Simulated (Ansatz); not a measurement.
**BrHMgO: up Jacob's ladder to CCSD(T)**

One table from this session's results is given with a row withheld; the runs are named, their logs left out.

Method: functionals in def2-TZVPP, the program's frozen cores in correlated methods; program: Ansatz 0.2.0, Gaussian basis.

The runs, in order: LDA (SPW92), PBE-D4, revPBE-D4, BLYP-D4, r2SCAN-D4, B97M-V, PBE0-D4, B3LYP-D4, r2SCANh-D4, r2SCAN0-D4, HSE06-D4, BHLYP-D4, CAM-B3LYP-D4, LC-ωPBE, ωB97X-V, ωB97M-V, B2PLYP, PBE-QIDH; CCSD(T)/def2-SVP; CCSD(T)/def2-TZVPP; MP2/def2-QZVPP; extrapolation to the limit; RPA on PBE.

1 further run of the same task is left out (it didn't finish).

**The relaxed structure**

The geometry comes from an earlier relaxation with PBE0-D4 in a triple-zeta def2 set; it is a stationary point.

SMILES `[OH][Mg][Br]`, 4 atoms, charge 0, spin multiplicity 1.

Atoms are counted from 1 here; the program's logs count them from 0.

Bond lengths: O1–Mg2 1.750 Å, O1–H4 0.947 Å, Mg2–Br3 2.327 Å. Angles: Mg2–O1–H4 167.5°, O1–Mg2–Br3 178.5°.

Set-up of the first run:

in.yaml reads:

```yaml
crystal:
  periodic: [false, false, false]
  atoms:
    - {symbol: O, position_ang: [-0.867910, 0.594959, -0.599212]}
    - {symbol: Mg, position_ang: [0.425543, -0.245810, 0.226843]}
    - {symbol: Br, position_ang: [2.186156, -1.326113, 1.297407]}
    - {symbol: H, position_ang: [-1.688188, 0.916564, -0.945438]}
basis:
  gaussian: {orbitals: def2-TZVPP}
hamiltonian: {xc: lda}
output: {orbitals: {seedname: orbitals}}
```

Launch:

```bash
$ ansatz run in.yaml --threads 2 --pin off --events-out ev --progress --plain --max-ram 32768MiB --backend cpu
```

Among the steps run: LDA; PBE-D4 (GGA); revPBE-D4 (GGA); BLYP-D4 (GGA); r2SCAN-D4 (meta-GGA); B97M-V (meta-GGA); PBE0-D4 (hybrid); B3LYP-D4 (hybrid); r2SCANh-D4 (hybrid); r2SCAN0-D4 (hybrid); HSE06-D4 (hybrid); BHLYP-D4 (hybrid); CAM-B3LYP-D4 (range-separated); LC-ωPBE (range-separated); ωB97X-V (range-separated); ωB97M-V (range-separated); B2PLYP (double hybrid); PBE-QIDH (double hybrid).

One of the session's tables, all rows but one given; the rest of the session is left out.

It belongs to the step «Orbital energies across the functionals». 

```
  functional  HOMO (eV)  LUMO (eV)  gap (eV)
 LDA (SPW92)      -6.92      -2.41      4.51
      PBE-D4      -6.69      -2.17      4.51
   revPBE-D4      -6.60      -2.03      4.57
     BLYP-D4      -6.61      -2.18      4.43
   r2SCAN-D4      -7.03      -1.67      5.36
      B97M-V          ?          ?         ?
     PBE0-D4      -8.21      -1.44      6.77
    B3LYP-D4      -7.95      -1.76      6.19
  r2SCANh-D4      -7.64      -1.45      6.18
  r2SCAN0-D4      -8.42      -1.15      7.28
    HSE06-D4      -7.81      -1.80      6.01
    BHLYP-D4      -9.32      -0.88      8.43
CAM-B3LYP-D4      -9.54      -0.73      8.82
     LC-ωPBE     -10.94       0.45     11.38
     ωB97X-V     -10.57       0.26     10.83
     ωB97M-V     -10.44      -0.10     10.34
```

**Question.** Estimate the row for B97M-V.

**Answer.** HOMO (eV): -7.06; LUMO (eV): -2.08; gap (eV): 4.98. In the column «HOMO (eV)» it lies between r2SCANh-D4 (-7.64) and r2SCAN-D4 (-7.03).
